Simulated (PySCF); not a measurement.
# CH5FGeS: the cost of one run

Programs: PySCF 2.14.0, with density-fitted response routines of our own. Each step states its level of theory. These are calculated values for one molecule in the gas phase, unless marked as measured. Atoms are numbered from 0 throughout.

## Step 1: Starting geometry

9 atoms, charge 0, multiplicity 1; geometry from: GFN2-xTB. The atoms were then displaced at random by about 0.01 Å, so the start is not that level's minimum.

Bonds of the start (Å): C0–S1 1.83, S1–Ge2 2.22, Ge2–F3 1.78, C0–H4 1.05, C0–H5 1.09, C0–H6 1.11, Ge2–H7 1.48, Ge2–H8 1.48.

## Step 2: Relaxing the molecule at PBE0-D3(BJ)/def2-SVP

What the job is given:

```
{"job": {"xc": "PBE0", "basis": "def2-SVP", "d3": "d3bj", "grid": 1, "shake": 0.01, "kind": "geom"}, "charge": 0, "multiplicity": 1}
C      1.576230    -0.038470     0.181420
S      0.346480    -1.128840     0.992770
Ge    -1.524110    -0.202610     0.250460
F     -1.320400     1.536960     0.544620
H      2.532710    -0.337270     0.506530
H      1.481890    -0.111440    -0.904190
H      1.378910     1.011650     0.478920
H     -2.719450    -0.571700     1.032520
H     -1.694450    -0.175440    -1.223390
```

Run with:

```bash
$ OMP_NUM_THREADS=1 python probes_run.py task.json out
```

This one command runs all jobs of the session in turn.

Q: Estimate the wall time and peak memory of this first job on 1 thread of Arm Neoverse V2, shared host.

About 46 s, with a peak of 0.43 GiB.
